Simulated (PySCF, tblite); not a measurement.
# C5H10ClFSi2: geometry, infrared bands and NMR shifts

Wanted: the infrared bands and NMR shifts of C5H10ClFSi2 (`C=CC[Si@H](Cl)/C(F)=C/[SiH3]`), by calculation.

Computed with tblite 0.8.0 and PySCF 2.14.0, with density-fitted response routines of our own, on a single molecule in the gas phase. Atoms count from 0, in the outputs and in this text.

## 1. Starting geometry

19 atoms, charge 0, multiplicity 1; geometry from: force field or distance geometry start.

Bonds of the start (Å): C0–C1 1.33, C1–C2 1.53, C2–Si3 1.88, Si3–Cl4 2.04, Si3–C5 1.85, C5–F6 1.35, C5–C7 1.36, C7–Si8 1.83, C0–H9 1.10, C0–H10 1.08, C1–H11 1.08, C2–H12 1.09, C2–H13 1.09, Si3–H14 1.49, C7–H15 1.08, Si8–H16 1.49, Si8–H17 1.48, Si8–H18 1.48.

## 2. Optimising the geometry with GFN2-xTB

What the job is given:

```
{"job": {"kind": "relax", "xc": "GFN2-xTB", "basis": "xTB"}, "charge": 0, "multiplicity": 1}
C     -4.121000     0.100100     0.152300
C     -3.068100    -0.169900    -0.618100
C     -1.719500    -0.619300    -0.060200
Si    -0.287000     0.533400    -0.428400
Cl     0.035800     0.631000    -2.438500
C      1.308600    -0.124600     0.234300
F      1.263900    -1.346800     0.809900
C      2.497600     0.524300     0.194800
Si     4.090200    -0.111800     0.832500
H     -5.075400     0.400400    -0.294800
H     -4.100200     0.034100     1.234700
H     -3.168100    -0.109800    -1.690300
H     -1.510900    -1.603500    -0.471200
H     -1.790200    -0.752100     1.020300
H     -0.534800     1.920500     0.066000
H      2.572900     1.502700    -0.251400
H      3.998800    -0.325000     2.299600
H      4.458300    -1.379400     0.153300
H      5.139400     0.905100     0.577300
```

Command:

```bash
> OMP_NUM_THREADS=1 python probes_run.py task.json out
```

This one command runs all jobs of the session in turn.

The log of the run:

```text
step      E/eV     max force
  0    -775.79114    2.166
  1    -775.89645    1.887
  2    -775.94188    0.516
  3    -775.95872    0.345
  4    -775.96874    0.243
  5    -775.97592    0.229
  6    -775.98031    0.173
  7    -775.98267    0.108
  8    -775.98438    0.115
  9    -775.98635    0.129
 10    -775.98828    0.168
 11    -775.99011    0.136
 12    -775.99138    0.098
 13    -775.99228    0.085
 14    -775.99307    0.081
 15    -775.99384    0.083
 16    -775.99453    0.072
 17    -775.99520    0.078
 18    -775.99592    0.061
 19    -775.99669    0.070
 20    -775.99738    0.050
 21    -775.99796    0.060
 22    -775.99848    0.061
 23    -775.99899    0.067
 24    -775.99943    0.053
 25    -775.99974    0.040
 26    -775.99999    0.048
 27    -776.00027    0.058
 28    -776.00058    0.058
 29    -776.00088    0.049
 30    -776.00112    0.045
 31    -776.00133    0.051
 32    -776.00159    0.058
 33    -776.00195    0.061
 34    -776.00238    0.063
 35    -776.00276    0.045
 36    -776.00304    0.040
 37    -776.00327    0.044
 38    -776.00356    0.055
 39    -776.00388    0.057
 40    -776.00417    0.042
 41    -776.00440    0.035
 42    -776.00462    0.052
 43    -776.00490    0.071
 44    -776.00524    0.072
 45    -776.00554    0.049
 46    -776.00574    0.030
 47    -776.00589    0.029
 48    -776.00605    0.041
 49    -776.00622    0.041
 50    -776.00639    0.030
 51    -776.00655    0.028
 52    -776.00673    0.039
 53    -776.00695    0.042
 54    -776.00715    0.029
 55    -776.00732    0.028
 56    -776.00750    0.033
 57    -776.00770    0.047
 58    -776.00789    0.041
 59    -776.00804    0.023
 60    -776.00814    0.019
 61    -776.00822    0.021
 62    -776.00829    0.021
 63    -776.00835    0.018
 64    -776.00841    0.018
 65    -776.00847    0.030
 66    -776.00855    0.032
 67    -776.00861    0.025
 68    -776.00867    0.022
 69    -776.00871    0.019
 70    -776.00876    0.026
 71    -776.00881    0.022
 72    -776.00885    0.014
 73    -776.00888    0.014
 74    -776.00890    0.017
 75    -776.00893    0.020
 76    -776.00896    0.013
 77    -776.00898    0.010
 78    -776.00900    0.013
 79    -776.00903    0.020
 80    -776.00906    0.020
 81    -776.00910    0.013
 82    -776.00913    0.012
 83    -776.00916    0.017
 84    -776.00921    0.026
 85    -776.00928    0.026
 86    -776.00937    0.021
 87    -776.00945    0.023
 88    -776.00955    0.025
 89    -776.00971    0.036
 90    -776.00998    0.054
 91    -776.01042    0.068
 92    -776.01106    0.074
 93    -776.01189    0.090
 94    -776.01287    0.092
 95    -776.01378    0.084
 96    -776.00836    0.450
 97    -776.01512    0.077
 98    -776.01589    0.056
 99    -776.01447    0.322
100    -776.01725    0.029
101    -776.01776    0.031
102    -776.01750    0.210
103    -776.01845    0.046
104    -776.01875    0.054
105    -776.01781    0.316
106    -776.02018    0.048
107    -776.02087    0.046
108    -776.01971    0.364
109    -776.02235    0.061
110    -776.02287    0.036
111    -776.02232    0.231
112    -776.02364    0.026
113    -776.02393    0.028
114    -776.02428    0.132
115    -776.02481    0.033
116    -776.02510    0.030
117    -776.02579    0.043
118    -776.02610    0.048
119    -776.02640    0.040
120    -776.02667    0.036
121    -776.02702    0.079
122    -776.02738    0.033
123    -776.02783    0.039
124    -776.02811    0.048
125    -776.02827    0.043
126    -776.02876    0.030
127    -776.02923    0.040
128    -776.02997    0.046
129    -776.03055    0.039
130    -776.03093    0.031
131    -776.03113    0.034
132    -776.03130    0.060
133    -776.03160    0.041
134    -776.03200    0.041
135    -776.03224    0.051
136    -776.03251    0.030
137    -776.03278    0.030
138    -776.03297    0.041
139    -776.03312    0.044
140    -776.03330    0.030
141    -776.03349    0.035
142    -776.03371    0.029
143    -776.03393    0.026
144    -776.03407    0.032
145    -776.03420    0.036
146    -776.03432    0.032
147    -776.03446    0.027
148    -776.03460    0.029
149    -776.03472    0.031
150    -776.03485    0.029
151    -776.03499    0.023
152    -776.03514    0.025
153    -776.03528    0.035
154    -776.03542    0.037
155    -776.03558    0.031
156    -776.03576    0.034
157    -776.03594    0.035
158    -776.03609    0.038
159    -776.03626    0.036
160    -776.03645    0.034
161    -776.03670    0.049
162    -776.03697    0.059
163    -776.03726    0.059
164    -776.03759    0.048
165    -776.03794    0.045
166    -776.03825    0.038
167    -776.03850    0.029
168    -776.03869    0.028
169    -776.03887    0.031
170    -776.03905    0.032
171    -776.03921    0.031
172    -776.03931    0.020
173    -776.03937    0.017
174    -776.03941    0.015
175    -776.03944    0.014
176    -776.03948    0.014
177    -776.03951    0.013
178    -776.03954    0.015
179    -776.03957    0.013
180    -776.03960    0.013
181    -776.03965    0.020
182    -776.03972    0.027
183    -776.03983    0.034
184    -776.03995    0.032
185    -776.04005    0.025
186    -776.04012    0.028
187    -776.04018    0.026
188    -776.04027    0.022
189    -776.04037    0.018
190    -776.04042    0.017
191    -776.04046    0.012
192    -776.04048    0.010
193    -776.04051    0.010
194    -776.04053    0.014
195    -776.04055    0.017
196    -776.04057    0.016
197    -776.04059    0.007
```

Run time: 7.6 s. Hardware: 1 thread of Intel Xeon at 2.50GHz, shared host; peak memory 0.18 GiB.

The steps of the relaxation: (not every step is listed)

| step | energy from step 0 (eV) | largest force (eV/Å) |
| --- | --- | --- |
| 0 | 0.0000 | 2.1656 |
| 1 | -0.1053 | 1.8867 |
| 2 | -0.1507 | 0.5164 |
| 3 | -0.1676 | 0.3454 |
| 4 | -0.1776 | 0.2425 |
| 5 | -0.1848 | 0.2287 |
| 6 | -0.1892 | 0.1733 |
| 7 | -0.1915 | 0.1078 |
| 8 | -0.1932 | 0.1148 |
| 26 | -0.2088 | 0.0476 |
| 44 | -0.2141 | 0.0723 |
| 62 | -0.2171 | 0.0210 |
| 80 | -0.2179 | 0.0197 |
| 98 | -0.2247 | 0.0561 |
| 116 | -0.2340 | 0.0303 |
| 134 | -0.2409 | 0.0407 |
| 152 | -0.2440 | 0.0252 |
| 170 | -0.2479 | 0.0323 |
| 188 | -0.2491 | 0.0220 |
| 192 | -0.2493 | 0.0105 |
| 193 | -0.2494 | 0.0105 |
| 194 | -0.2494 | 0.0137 |
| 195 | -0.2494 | 0.0172 |
| 196 | -0.2494 | 0.0160 |
| 197 | -0.2494 | 0.0073 |

Close pairs (by a distance rule), those that changed most:

```
   bond  before (Å)  after (Å)  change (Å)
 C7–Si8       1.830      1.886      +0.057
 Si3–C5       1.849      1.900      +0.051
 C2–Si3       1.875      1.912      +0.037
  C1–C2       1.527      1.492      -0.035
Si3–H14       1.493      1.462      -0.031
  C5–C7       1.355      1.327      -0.028
Si8–H16       1.485      1.459      -0.027
  C0–H9       1.096      1.076      -0.020
```

The end geometry stands in the next job.

## 3. Vibrational analysis with GFN2-xTB

What the job is given:

```
{"job": {"kind": "ir", "xc": "GFN2-xTB", "basis": "xTB"}, "charge": 0, "multiplicity": 1}
C     -4.033951    -0.070034     0.022202
C     -2.941848    -0.278758    -0.689641
C     -1.612989    -0.629197    -0.109776
Si    -0.401813     0.847846    -0.192910
Cl    -0.084814     1.379573    -2.117385
C      1.271469     0.311871     0.530384
F      1.179669    -0.022300     1.852275
C      2.455093     0.226472    -0.063879
Si     4.069485    -0.325252     0.741193
H     -4.972902     0.190222    -0.434620
H     -4.034386    -0.161058     1.096313
H     -2.965009    -0.177618    -1.766762
H     -1.189462    -1.473142    -0.659998
H     -1.732723    -0.938890     0.928793
H     -0.915273     2.001824     0.543861
H      2.475038     0.502574    -1.108181
H      3.889513    -0.514313     2.176415
H      4.474276    -1.581168     0.101250
H      5.060821     0.720597     0.472617
```

The log of the run:

```text
mode    cm-1     km/mol
  1      20.9      1.28
  2      24.1      0.01
  3      31.3      0.31
  4      55.7      1.90
  5      70.3      0.62
  6      91.4      1.32
  7     121.6      0.96
  8     163.4      5.99
  9     182.7      9.58
 10     233.6      2.03
 11     257.3      4.34
 12     366.9      5.37
 13     410.1      6.08
 14     435.1     14.22
 15     491.7      9.98
 16     524.0     77.71
 17     562.4     74.21
 18     594.5      2.55
 19     616.6    204.95
 20     648.3    237.59
 21     742.0     37.77
 22     752.6     47.00
 23     767.4     78.62
 24     778.9    148.79
 25     781.6    151.68
 26     791.7    521.12
 27     794.1    125.25
 28     824.3      6.48
 29     887.7     15.13
 30     952.4     19.08
 31    1021.8     11.48
 32    1028.4    131.83
 33    1052.7     29.10
 34    1175.2     48.79
 35    1214.3     23.44
 36    1227.3     19.16
 37    1297.3      7.05
 38    1410.6      9.00
 39    1450.2      4.56
 40    1640.4     39.98
 41    1711.6     30.91
 42    2241.0    317.62
 43    2248.0    270.40
 44    2261.2    231.17
 45    2312.7    239.00
 46    2954.9     27.70
 47    2992.7     15.76
 48    3058.4     34.55
 49    3070.8     19.55
 50    3099.0     25.75
 51    3129.6     46.30
```

Run time: 4.4 s. Hardware: 1 thread of Intel Xeon at 2.50GHz, shared host; peak memory 0.18 GiB.

The strongest bands and the atoms that carry them (share of the mass-weighted mode):

```
cm⁻¹  km/mol                                   atoms
 617   204.9                                H14 79 %
 648   237.6                      H14 71 %, Si3 12 %
 782   151.7                      H16 50 %, H17 34 %
 792   521.1  Si8 23 %, H18 18 %, H17 16 %, H16 15 %
2241   317.6                                H17 93 %
2248   270.4                                H18 93 %
2261   231.2                                H14 96 %
2313   239.0                                H16 97 %
```

## 4. Nuclear shieldings: PBE0/pcSseg-1

Settings changed since step 3:

```diff
@@ -1,2 +1,2 @@
-{"job": {"kind": "ir", "xc": "GFN2-xTB", "basis": "xTB"}, "charge": 0, "multiplicity": 1}
+{"job": {"kind": "nmr", "xc": "PBE0", "basis": "pcSseg-1"}, "charge": 0, "multiplicity": 1}
 C     -4.033951    -0.070034     0.022202
```

With the program's defaults for keys left out, this is: GIAO PBE0/pcSseg-1 NMR shielding, non-relativistic, gas phase.

The log of the run:

```text
coarse grid: 17592 points
cycle   1  E = -1334.6414506651  dE =  8.382e-01  |g| = 6.017e-01  |ddm| = 3.960e+00
cycle   2  E = -1334.5889869514  dE =  5.246e-02  |g| = 7.945e-01  |ddm| = 1.088e+00
cycle   3  E = -1334.7187224841  dE = -1.297e-01  |g| = 1.151e-01  |ddm| = 6.656e-01
cycle   4  E = -1334.7216588913  dE = -2.936e-03  |g| = 4.414e-02  |ddm| = 1.344e-01
cycle   5  E = -1334.7221068412  dE = -4.479e-04  |g| = 1.487e-02  |ddm| = 4.323e-02
cycle   6  E = -1334.7221460450  dE = -3.920e-05  |g| = 4.406e-03  |ddm| = 1.486e-02
cycle   7  E = -1334.7221501996  dE = -4.155e-06  |g| = 6.988e-04  |ddm| = 4.096e-03
final grid: 156968 points
cycle   8  E = -1334.7807486921  dE = -3.884e-05  |g| = 8.457e-03  |ddm| = 2.433e-02
cycle   9  E = -1334.7807404882  dE =  8.204e-06  |g| = 1.068e-02  |ddm| = 1.498e-02
cycle  10  E = -1334.7807649608  dE = -2.447e-05  |g| = 1.547e-03  |ddm| = 8.363e-03
cycle  11  E = -1334.7807653500  dE = -3.892e-07  |g| = 3.815e-04  |ddm| = 1.402e-03
cycle  12  E = -1334.7807653782  dE = -2.812e-08  |g| = 1.079e-04  |ddm| = 3.612e-04
cycle  13  E = -1334.7807653805  dE = -2.351e-09  |g| = 4.496e-05  |ddm| = 1.188e-04
cycle  14  E = -1334.7807653810  dE = -4.811e-10  |g| = 8.756e-06  |ddm| = 4.090e-05
converged SCF energy = -1334.7807653810

GIAO shielding tensors (ppm)
atom      isotropic    diamagn.    paramagn.     s11        s22        s33       span
  0 C       64.158     251.695    -187.538    -48.255     84.194    156.534    204.788
  1 C       46.723     256.145    -209.422    -76.393     52.695    163.866    240.259
  2 C      156.637     255.291     -98.654    142.002    156.209    171.701     29.699
  3 Si     359.147     881.700    -522.553    314.892    369.679    392.869     77.976
  4 Cl     992.754    1151.049    -158.294    975.058    987.242   1015.963     40.906
  5 C       -0.335     259.445    -259.780   -117.309     53.173     63.132    180.441
  6 F      251.577     478.323    -226.746    105.635    253.987    395.110    289.475
  7 C       67.057     262.196    -195.140    -59.768     88.482    172.455    232.223
  8 Si     440.562     879.198    -438.636    426.906    433.135    461.646     34.740
  9 H       26.345      26.478      -0.132     23.256     25.221     30.559      7.304
 10 H       26.261      30.882      -4.620     22.726     25.366     30.691      7.966
 11 H       25.444      30.099      -4.654     22.911     23.696     29.726      6.815
 12 H       29.676      33.775      -4.099     26.319     28.860     33.849      7.530
 13 H       29.600      34.637      -5.036     25.130     29.733     33.937      8.807
 14 H       26.619      30.239      -3.620     23.555     24.558     31.744      8.189
 15 H       25.753      34.352      -8.599     22.498     23.032     31.729      9.231
 16 H       27.137      28.269      -1.132     23.110     27.127     31.174      8.064
 17 H       27.584      27.887      -0.303     24.164     25.715     32.874      8.711
 18 H       27.653      27.231       0.422     24.201     25.748     33.009      8.808
```

Run time: 2.8 min. Hardware: 1 thread of Intel Xeon at 2.50GHz, shared host; peak memory 1 GiB.

The references, computed at this level on geometries of the same kind, shield at (ppm): 1H TMS 31.72, 13C TMS 186.9, 29Si TMS 349.2, 19F CFCl3 170.9, 35Cl HCl 950. Their shielding less the atom's gives the shift. The references are single molecules in the gas phase, so shifts against H2O, NH3, PH3, H3PO4 or CFCl3 are not on the usual liquid scales and can be off by tens of ppm. Atoms listed in one row are averaged.

```csv
atoms,environment,σ (ppm),δ (ppm),δ scaled to CDCl3
C5,fully substituted alkene carbon,-0.3,187.3,180.9
C1,alkene CH,46.7,140.2,134.9
C0,terminal =CH2 carbon,64.2,122.8,117.9
C7,alkene CH,67.1,119.9,115.1
C2,allylic sp3 CH2 bonded to Si,156.6,30.3,27.6
H11,hydrogen on an alkene CH,25.44,6.27,6.02
H15,hydrogen on an alkene CH,25.75,5.96,5.73
H10,hydrogen on a terminal =CH2 carbon,26.26,5.46,5.25
H9,hydrogen on a terminal =CH2 carbon,26.35,5.37,5.17
H14,"hydrogen on a silicon bonded to 2 C, Cl",26.62,5.10,–
"H16, H17, H18",hydrogen on a silicon bonded to C,27.46,4.26,–
H13,hydrogen on an allylic sp3 CH2 bonded to Si,29.60,2.12,2.10
H12,hydrogen on an allylic sp3 CH2 bonded to Si,29.68,2.04,2.03
Si3,"silicon bonded to 2 C, Cl, H",359.1,-10.0,–
Si8,"silicon bonded to C, 3 H",440.6,-91.4,–
Cl4,chlorine bonded to Si,993,-43,–
F6,vinylic fluorine,251.6,-80.6,–
```

The scaled column applies a straight-line fit of computed shieldings to shifts measured in CDCl3, with any fitted terms for Cl, Br or S neighbours, and one for carbons that bear F (root-mean-square error 0.16 ppm for H, 1.9 ppm for C).

Charges from the same density, by scheme (e):

```csv
atoms,Mulliken,IAO,Hirshfeld,ESP fit
C0,-0.15,-0.33,-0.11,-0.53
C1,-0.26,-0.13,-0.04,-0.04
C2,-0.49,-0.55,-0.16,-0.25
Si3,0.87,0.93,0.37,0.26
Cl4,-0.32,-0.31,-0.10,-0.16
C5,0.00,0.02,-0.01,0.10
F6,-0.29,-0.28,-0.09,-0.15
C7,-0.47,-0.47,-0.17,-0.38
Si8,0.55,0.61,0.31,0.44
```

Mayer bond orders: C0–C1 1.97, C1–C2 1.04, C2–Si3 0.91, Si3–Cl4 0.98, Si3–C5 0.84, C5–F6 0.89, C5–C7 1.84, C7–Si8 0.86.

The fields below are evaluated on a grid from the run's orbitals.

Frontier orbitals at PBE0/pcSseg-1, with the share of their density that lies nearest to each atom:

```
orbital  energy (eV)                          lies on
   HOMO        -7.41         C0 32 %; C1 23 %; C2 9 %
   LUMO        -0.84  C5, C7 about 28 % each; Si3 7 %
```

ELF in a plane through or near 8 of the atoms.

Ten even steps from '0' (0.00) to '9' (1.00):
```
0000000000000000000000000000
0000000000000000000000000000
0000000000001232100000000000
0000000000015787620000000000
0000000000017827840000000000
0000000005007662830000000000
0001530039803767500000000000
0019992048810445201310010000
0049996265524241303531684000
0059994383848552725876999000
0016960075635826732733999000
0000255630274002420487552000
0000399940757201650799500000
0000699951788401740899700000
0000499930243100100398200000
0000068810000000000000000000
0000000000000000000000000000
0000000000000000000000000000
0000000000000000000000000000
0000000000000000000000000000
```
The map spans 15.3 Å across and 10.3 Å up, centred on the molecule. Atoms in the plane (x, y in Å): Si3 (0.4, 0.5), Cl4 (0.4, 2.5), C5 (-1.3, -0.1), F6 (-1.4, -1.5), H9 (5.0, 0.0), H10 (3.9, -1.4), H16 (-4.1, -1.7), H18 (-5.1, 0.5).

log10 of the density (e/Å³) in the same plane.

Ten even steps from ' ' (-4.0) to '@' (2.1):
```
                            ....                        
                      ..::::--::::..                    
                      ::----====--::                    
                    ..--==++**++==--::                  
              ....::::--++**##**++==::..                
      ........::::----==++**@@##++==::::....            
    ..::--------==++++==++******++==------::....        
  ..::--========++****====++**++++========----::::      
  ..--==++**++++++****++++++##**++==++++++======--..    
  ..--==******++************%%**++++++********++==::    
  ..::==++****++++****%%****++++++++++********++==::    
  ..::--==++**++++==**##**++==++++++==++****++==--..    
    ..::==++****++==**%%##++--==++====++****++--::..    
    ..::--++**++====**##**==----====--==++++==::..      
      ..--======----==++==--::::::::::--------..        
      ..::------::::------::  ........::::::..          
        ....::....                                      
                                                        
                                                        
                                                        
```
The map spans 15.3 Å across and 10.3 Å up, centred on the molecule. Atoms in the plane (x, y in Å): Si3 (0.4, 0.5), Cl4 (0.4, 2.5), C5 (-1.3, -0.1), F6 (-1.4, -1.5), H9 (5.0, 0.0), H10 (3.9, -1.4), H16 (-4.1, -1.7), H18 (-5.1, 0.5).

On the surface of density 0.002 e/bohr³ the electrostatic potential runs, from the 1st to the 99th percentile, from -0.66 V near F6 to 1.04 V near H14.

## 5. Results

```
                                                              quantity                                               value
                             strongest single infrared mode (GFN2-xTB)                                792 cm⁻¹, 521 km/mol
                                          zero-point energy (GFN2-xTB)                                       79.4 kcal/mol
                                13C shifts against TMS (PBE0/pcSseg-1)                187.3, 140.2, 122.8, 119.9, 30.3 ppm
1H shifts against TMS (PBE0/pcSseg-1, means over atoms taken as alike)  6.27, 5.96, 5.46, 5.37, 5.10, 4.26, 2.12, 2.04 ppm
                               29Si shifts against TMS (PBE0/pcSseg-1)                                    -10.0, -91.4 ppm
                               35Cl shifts against HCl (PBE0/pcSseg-1)                                             -43 ppm
                              19F shifts against CFCl3 (PBE0/pcSseg-1)                                           -80.6 ppm
                                 surface potential, 1st and 99th percentile                                  -0.66 V and 1.04 V
```

**Reading.** The optimisation took 197 steps and gained 0.249 eV; among the close pairs (by a distance rule), C7–Si8 changed most, from 1.830 to 1.886 Å. All 51 modes are real, so the xTB geometry is a minimum. GFN2-xTB is a fitted tight-binding method: band positions and strengths are rough. Its intensities can rank the bands wrongly. At PBE0/pcSseg-1: Shielding is most anisotropic at F6 (span 289 ppm, paramagnetic term -227 ppm). By nearest atom (PBE0/pcSseg-1), the HOMO sits on C0 32 %; C1 23 % and the LUMO on C5, C7 about 28 % each; Si3 7 %.
